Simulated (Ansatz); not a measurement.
# CH6GaInO: small, medium and large basis sets

An exercise on one series of results from a longer session: the logs are not shown, and one member is left open.

Method: one geometry, several basis sets; program: Ansatz 0.2.0, Gaussian basis.

Levels to be run: PBE0-D4/def2-SVP; ωB97M-V/def2-SVP; PBE0-D4/def2-QZVPP; ωB97M-V/def2-QZVPP; the functionals' def2-TZVPP values are taken from earlier runs.

### The relaxed structure

The geometry comes from an earlier relaxation with PBE0-D4 in a triple-zeta def2 set; it is a stationary point, not always the lowest conformer. In takes the def2 core potential; no spin-orbit term is included.

SMILES `[CH3][In]([OH])[GaH2]`, 10 atoms, charge 0, spin multiplicity 1.

Atoms are counted from 1 here; the program's logs count them from 0.

Bond lengths: C1–In2 2.148 Å, C1–H5 1.090 Å, C1–H6 1.091 Å, C1–H7 1.091 Å, In2–O3 2.008 Å, In2–Ga4 2.622 Å, O3–H8 0.959 Å, Ga4–H9 1.577 Å, Ga4–H10 1.577 Å. Angles: In2–C1–H5 108.3°, In2–C1–H6 110.9°, In2–C1–H7 110.5°, H5–C1–H6 109.5°, H5–C1–H7 109.3°, H6–C1–H7 108.2°, C1–In2–O3 106.3°, C1–In2–Ga4 136.8°, O3–In2–Ga4 116.9°, In2–O3–H8 115.0°, In2–Ga4–H9 121.6°, In2–Ga4–H10 121.6°, H9–Ga4–H10 116.8°.

The first run:

File in.yaml:

```yaml
crystal:
  periodic: [false, false, false]
  atoms:
    - {symbol: C, position_ang: [0.703753, 1.958903, 0.222992]}
    - {symbol: In, position_ang: [-0.124890, -0.022389, 0.227319]}
    - {symbol: O, position_ang: [-1.087637, -0.228204, 1.977081]}
    - {symbol: Ga, position_ang: [-0.165463, -2.079273, -1.397854]}
    - {symbol: H, position_ang: [0.394487, 2.462204, 1.139412]}
    - {symbol: H, position_ang: [0.351560, 2.525416, -0.640569]}
    - {symbol: H, position_ang: [1.793743, 1.917823, 0.183181]}
    - {symbol: H, position_ang: [-1.509219, -1.079042, 2.109928]}
    - {symbol: H, position_ang: [-1.306063, -2.261981, -2.471657]}
    - {symbol: H, position_ang: [0.949738, -3.193466, -1.349833]}
basis:
  gaussian: {orbitals: def2-SVP}
hamiltonian: {xc: pbe0, dispersion: d4}
output: {orbitals: {seedname: orbitals}}
```

The run is started by

```
$ ansatz run in.yaml --threads 2 --pin off --events-out ev --progress --plain --max-ram 31744MiB --backend cpu
```

Steps of the session up to this table: PBE0-D4 in def2-SVP; ωB97M-V in def2-SVP; PBE0-D4 in def2-QZVPP; ωB97M-V in def2-QZVPP.

One table of the session follows, with a row left open; its other results are not shown here.

It belongs to the step «Density functionals: the series». 

```
functional       basis  HOMO (eV)  LUMO (eV)
   PBE0-D4    def2-SVP      -6.74      -2.27
   PBE0-D4  def2-TZVPP      -6.80      -2.31
   PBE0-D4  def2-QZVPP      -6.81      -2.33
   ωB97M-V    def2-SVP      -8.70      -0.57
   ωB97M-V  def2-TZVPP      -8.78      -0.69
   ωB97M-V  def2-QZVPP          ?          ?
```

Q: Estimate the row for ωB97M-V, def2-QZVPP from the others.

**Answer.** HOMO (eV): -8.81; LUMO (eV): -0.76. In the column «HOMO (eV)» it is the lowest.
